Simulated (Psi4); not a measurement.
# HSE06/def2-SVPD run of SiHCl2F (SMILES F[SiH](Cl)Cl)

What is the vertical electron affinity of SiHCl2F at HSE06/def2-SVPD? 

The results are computed with Psi4 1.11.

**1. The structure to begin with**

SiHCl2F has 5 atoms, charge 0, and is taken as a singlet. As SMILES, `F[SiH](Cl)Cl`. The coordinates come from a PBE0-D4/def2-TZVP relaxation.

Bond lengths: F1–Si2 1.581 Å, Si2–Cl3 2.024 Å, Si2–Cl4 2.024 Å, Si2–H5 1.467 Å. Angles: F1–Si2–Cl3 108.4°, F1–Si2–Cl4 108.4°, Cl3–Si2–Cl4 110.2°, F1–Si2–H5 109.1°, Cl3–Si2–H5 110.4°, Cl4–Si2–H5 110.4°.

**2. The energy at HSE06/def2-SVPD**

The input, calc.inp:

```
memory 2200 MB

molecule mol {
  0 1
  F
  Si 1 R2
  Cl 2 R3 1 A3
  Cl 2 R4 1 A4 3 D4
  H 2 R5 1 A5 3 D5

  R2 = 1.581131
  R3 = 2.023666
  A3 = 108.36051
  R4 = 2.023708
  A4 = 108.36103
  D4 = -119.57055
  R5 = 1.467202
  A5 = 109.09709
  D5 = 120.2141
  symmetry c1
  no_reorient
  no_com
}

set {
  reference            rks
  puream               true
  e_convergence        1e-09
  d_convergence        1e-08
  scf_type             pk
  dft_radial_points    99
  dft_spherical_points 590
}

E, wfn = energy("hse06/def2-SVPD", return_wfn=True)
oeprop(wfn, "MULLIKEN_CHARGES", "LOWDIN_CHARGES", "DIPOLE", title="HSE06")
print_variables()
```

Run with:

```bash
psi4 -n 1 calc.inp calc.out
```

calc.out, shortened:

```text
[...]
  Running in c1 symmetry.
[...]
  Nuclear repulsion =  281.098499068718581
[...]
  Multiplicity = 1
[...]
  Nalpha       = 29
  Nbeta        = 29
[...]
    Number of basis functions: 109
[...]
   @RKS iter   1: -1309.53243476966281    1.03280e-03   3.93101e-03 DIIS/ADIIS
[...]
   @RKS iter  10: -1309.60072909331416   -8.18545e-12   6.74074e-09 DIIS
[...]
    Orbital Energies [Eh]
    ---------------------
    Doubly Occupied:
       1A   -101.705573     2A   -101.705563     3A    -66.367187
       4A    -24.791987     5A     -9.548431     6A     -9.548426
       7A     -7.285498     8A     -7.285493     9A     -7.279464
      10A     -7.279460    11A     -7.279376    12A     -7.279360
      13A     -5.437367    14A     -3.776632    15A     -3.776140
      16A     -3.772682    17A     -1.222713    18A     -0.880560
      19A     -0.855932    20A     -0.585695    21A     -0.496688
      22A     -0.490015    23A     -0.489968    24A     -0.421738
      25A     -0.411267    26A     -0.373009    27A     -0.355238
      28A     -0.350287    29A     -0.344266
[...]
  @RKS Final Energy: -1309.60072909331416
   => Energetics <=
    Nuclear Repulsion Energy =            281.0984990687185814
    One-Electron Energy =               -2370.6280966835593063
    Two-Electron Energy =                 847.2012799080954437
    DFT Exchange-Correlation Energy =     -67.2724113865688764
    Empirical Dispersion Energy =           0.0000000000000000
    VV10 Nonlocal Energy =                  0.0000000000000000
    Total Energy =                      -1309.6007290933143850
[...]
 Multipole Moments:
 ------------------------------------------------------------------------------------
     Multipole            Electronic (a.u.)      Nuclear  (a.u.)        Total (a.u.)
 ------------------------------------------------------------------------------------
 L = 1.  Multiply by 2.5417464519 to convert [e a0] to [Debye]
 Dipole X            :         -1.4793390            1.7719210            0.2925819
 Dipole Y            :         -0.8615411            1.0318628            0.1703217
 Dipole Z            :         -0.7286177            1.0057600            0.2771423
 Magnitude           :                                                    0.4375174
[...]
  Mulliken Charges: (a.u.)
   Center  Symbol    Alpha    Beta     Spin     Total
       1     F     4.81608  4.81608  0.00000 -0.63216
       2    SI     6.24700  6.24700  0.00000  1.50601
       3    CL     8.72257  8.72257  0.00000 -0.44514
       4    CL     8.72258  8.72258  0.00000 -0.44516
       5     H     0.49177  0.49177  0.00000  0.01646
   Total alpha = 29.00000, Total beta = 29.00000, Total charge = -0.00000
  Lowdin Charges: (a.u.)
   Center  Symbol    Alpha    Beta     Spin     Total
       1     F     4.71153  4.71153  0.00000 -0.42306
[...]
```

Run time: 27 s. Hardware: 1 thread of Intel Xeon Platinum 8488C (Sapphire Rapids), shared host; peak memory 0.98 GiB.

**3. The doublet anion: energy and gradient at UHSE06/def2-SVPD**

The input, input.json:

```json
{
 "schema_name": "qcschema_input",
 "schema_version": 1,
 "molecule": {
  "schema_name": "qcschema_molecule",
  "schema_version": 2,
  "symbols": ["F", "Si", "Cl", "Cl", "H"],
  "geometry": [0.06708528, -1.29011603, 2.77203925, 0.21864131, -0.09146274, 0.0393063, -0.9673508, 3.53813422, 0.24849899, -2.06509271, -2.09513935, -2.28335608, 2.84082528, -0.20049994, -0.8549121],
  "molecular_charge": -1,
  "molecular_multiplicity": 2,
  "fix_symmetry": "c1",
  "fix_com": true,
  "fix_orientation": true
 },
 "driver": "gradient",
 "model": {
  "method": "hse06",
  "basis": "def2-SVPD"
 },
 "keywords": {
  "reference": "uks",
  "puream": true,
  "e_convergence": 1e-09,
  "d_convergence": 1e-08,
  "scf_type": "pk",
  "dft_radial_points": 99,
  "dft_spherical_points": 590,
  "maxiter": 100
 }
}
```

Run with:

```bash
psi4 --qcschema input.json -n 1 --memory 2200MB
```

stdout, shortened:

```text
[...]
  Running in c1 symmetry.
[...]
  Nuclear repulsion =  281.098498439858702
[...]
  Multiplicity = 2
[...]
  Nalpha       = 30
  Nbeta        = 29
[...]
    Number of basis functions: 109
[...]
   @UKS iter   1: -1309.39002401375569    1.43444e-01   4.87035e-03 DIIS/ADIIS
[...]
   @UKS iter  16: -1309.55165626360690   -8.18545e-12   5.25325e-09 DIIS
[...]
   @S^2 Observed:                7.509403798E-01
[...]
  @UKS Final Energy: -1309.55165626360690
   => Energetics <=
    Nuclear Repulsion Energy =            281.0984984398587017
    One-Electron Energy =               -2380.2710062918404219
    Two-Electron Energy =                 857.0327193502522505
    DFT Exchange-Correlation Energy =     -67.4118677618773887
    Empirical Dispersion Energy =           0.0000000000000000
    VV10 Nonlocal Energy =                  0.0000000000000000
    Total Energy =                      -1309.5516562636069011
  UHF NO Occupations:
  HONO-2 :   28  A 1.9998628
  HONO-1 :   29  A 1.9997876
[...]
 Multipole Moments:
 ------------------------------------------------------------------------------------
     Multipole            Electronic (a.u.)      Nuclear  (a.u.)        Total (a.u.)
 ------------------------------------------------------------------------------------
 L = 1.  Multiply by 2.5417464519 to convert [e a0] to [Debye]
 Dipole X            :         47.4395129          -45.0459685            2.3935444
 Dipole Y            :        -12.2096231           11.4388902           -0.7707329
 Dipole Z            :         10.6956493           -9.9488412            0.7468082
 Magnitude           :                                                    2.6231291
[...]
  -Total Gradient:
     Atom            X                  Y                   Z
    ------   -----------------  -----------------  -----------------
       1       -0.006884079738     0.020766153047    -0.043221029398
       2       -0.001865314844    -0.010535699807     0.024278587336
       3        0.003756187376    -0.038887422124    -0.004724428660
       4        0.016409075372     0.026073500503     0.024467234084
       5       -0.011408021137     0.002602375174    -0.000845900411
[...]
```

The result, in JSON:

```text
{
 "driver": "gradient",
 "model": {
  "method": "hse06",
  "basis": "def2-SVPD"
 },
 "success": true,
 "return_result": [-0.006884079737609187, 0.020766153047032387, -0.04322102939757877, -0.0018653148439147851, -0.01053569980742311, 0.02427858733559382, 0.0037561873764269532, -0.038887422124179866, -0.00472442865966884, 0.016409075372211812, 0.026073500502772864, 0.02446723408435346, -0.011408021136686292, 0.0026023751738473207, -0.0008459004109808849],
 "properties": {
  "calcinfo_nbasis": 109,
  "calcinfo_nmo": 109,
  "calcinfo_nalpha": 30,
  "calcinfo_nbeta": 29,
  "calcinfo_natom": 5,
  "nuclear_repulsion_energy": 281.0984984398587,
  "return_energy": -1309.551656263607,
  "return_gradient": [-0.006884079737609187, 0.020766153047032387, -0.04322102939757877, -0.0018653148439147851, -0.01053569980742311, 0.02427858733559382, 0.0037561873764269532, -0.038887422124179866, -0.00472442865966884, 0.016409075372211812, 0.026073500502772864, 0.02446723408435346, -0.011408021136686292, 0.0026023751738473207, -0.0008459004109808849],
  "scf_one_electron_energy": -2380.2710062918404,
  "scf_two_electron_energy": 857.0327193502523,
  "scf_xc_energy": -67.41186776187739,
  "scf_dipole_moment": [2.393544408961482, -0.7707328629792265, 0.7468081685985002],
  "scf_total_energy": -1309.551656263607,
  "scf_total_gradient": [-0.006884079737609187, 0.020766153047032387, -0.04322102939757877, -0.0018653148439147851, -0.01053569980742311, 0.02427858733559382, 0.0037561873764269532, -0.038887422124179866, -0.00472442865966884, 0.016409075372211812, 0.026073500502772864, 0.02446723408435346, -0.011408021136686292, 0.0026023751738473207, -0.0008459004109808849],
  "scf_iterations": 16
 }
}
```

Run time: 69 s. Hardware: 1 thread of Intel Xeon Platinum 8488C (Sapphire Rapids), shared host; peak memory 1 GiB.

**4. What came out**

Level: HSE06/def2-SVPD.

| quantity | value |
| --- | --- |
| singlet SiHCl2F: total energy | -1309.60073 Eh |
| singlet SiHCl2F: dipole moment | 1.11 D |
| singlet SiHCl2F: HOMO energy | -9.37 eV |
| singlet SiHCl2F: LUMO energy | -0.44 eV |
| singlet SiHCl2F: HOMO–LUMO gap | 8.92 eV |
| doublet anion: total energy | -1309.55166 Eh |
| doublet anion: HOMO energy (highest over α and β) | 2.85 eV |
| doublet anion: LUMO energy (lowest over α and β) | 3.41 eV |
| doublet anion: ⟨S²⟩ | 0.751 |
| doublet anion: largest force on an atom | 2.491 eV/Å |
| vertical electron affinity (to the doublet anion) | -1.335 eV |

What this shows: The anion lies 1.34 eV (31 kcal/mol) above the neutral: the electron isn't bound at this level, and such a value depends on the basis. With no_com the log's rotational constants are taken about the origin, not the centre of mass, so they aren't the molecule's. Mulliken charges (singlet SiHCl2F) run from -0.63 on F1 to +1.51 on Si2; in a basis this large or diffuse they mean little. The HOMO (doublet anion) lies at positive energy, 2.85 eV, from the functional's self-interaction, a short basis or an electron that isn't bound; only total energies against the neutral tell.
